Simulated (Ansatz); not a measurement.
Run this with Ansatz 0.2.0, Python API and show what comes out.

`scan_c2h6bsb.py`:
```python
# -*- coding: utf-8 -*-
import ansatz as az
import numpy as np

c2h6bsb = (
    az.Crystal.molecule()
    .atom("C", [-1.2793, 1.5368, 0.2089])
    .atom("C", [-0.4922, 0.6196, 0.5915])
    .atom("B", [0.4519, -0.0777, -0.4287])
    .atom("Sb", [1.9385, -1.6724, 0.3002])
    .atom("H", [-1.3632, 1.9027, -0.8558])
    .atom("H", [-1.9911, 2.066, 0.9157])
    .atom("H", [-0.4483, 0.3188, 1.6375])
    .atom("H", [0.5324, 0.2441, -1.563])
    .atom("H", [2.2058, -2.1768, -1.3046])
    .atom("H", [0.5286, -2.8123, 0.5011])
)

symbols = [site.symbol for site in c2h6bsb.cartesian_sites]
start = np.array([site.position_ang for site in c2h6bsb.cartesian_sites])
axis = (start[7] - start[2]) / np.linalg.norm(start[7] - start[2])
moving = [7]
lengths, energies = [1.04, 1.087, 1.135, 1.182, 1.229, 1.276, 1.324, 1.395], []
for length in lengths:
    xyz = start.copy()
    xyz[moving] += (length - np.linalg.norm(start[7] - start[2])) * axis
    point = az.Crystal.molecule()
    for symbol, place in zip(symbols, xyz):
        point = point.atom(symbol, place.tolist())
    calculation = point.calculation().basis(gaussian="def2-SVP").functional("B3LYP")
    report = calculation.run(threads=1, backend="cpu").report
    energies.append(report["free_energy_ev"])
    print(f"r = {length:6.3f} A  E = {energies[-1]:.5f} eV  <S^2> = {abs(report['mean_field']['state']['spin_squared']):.3f}")

fit = np.polynomial.Polynomial.fit(lengths, np.array(energies) - min(energies), 4).convert()
roots = [r.real for r in fit.deriv().roots() if abs(r.imag) < 1e-9 and fit.deriv(2)(r.real) > 0]
r_e = min(roots, key=lambda r: abs(r - lengths[int(np.argmin(energies))]))
print(f"minimum of the fit at {r_e:.4f} A, force constant {fit.deriv(2)(r_e):.2f} eV/A^2")
```

```console
$ python scan_c2h6bsb.py
r =  1.040 A  E = -9383.69964 eV  <S^2> = 0.000
r =  1.087 A  E = -9383.92530 eV  <S^2> = 0.000
r =  1.135 A  E = -9384.06111 eV  <S^2> = 0.000
r =  1.182 A  E = -9384.12023 eV  <S^2> = 0.000
r =  1.229 A  E = -9384.12125 eV  <S^2> = 0.000
r =  1.276 A  E = -9384.07626 eV  <S^2> = 0.000
r =  1.324 A  E = -9383.99307 eV  <S^2> = 0.000
r =  1.395 A  E = -9383.81863 eV  <S^2> = 0.000
minimum of the fit at 1.2057 A, force constant 23.31 eV/A^2
```

Caveats:
- Total energies depend on the basis set; only differences at equal settings carry meaning.
- The rest of the molecule is held rigid at a force-field or estimated start geometry, and the basis set is modest; single-reference methods fail as a bond breaks.
- def2 sets replace the cores of elements past krypton by effective core potentials.
- b3lyp holds the VWN-RPA fit, as in Gaussian; the form of ORCA and Turbomole is b3lyp5.
- The orbitals are restricted, so S² is zero by construction.
- Run time: 24 s on 1 thread of Intel(R) Xeon(R) Processor @ 2.30GHz (shared host), peak memory 0.29 GiB.
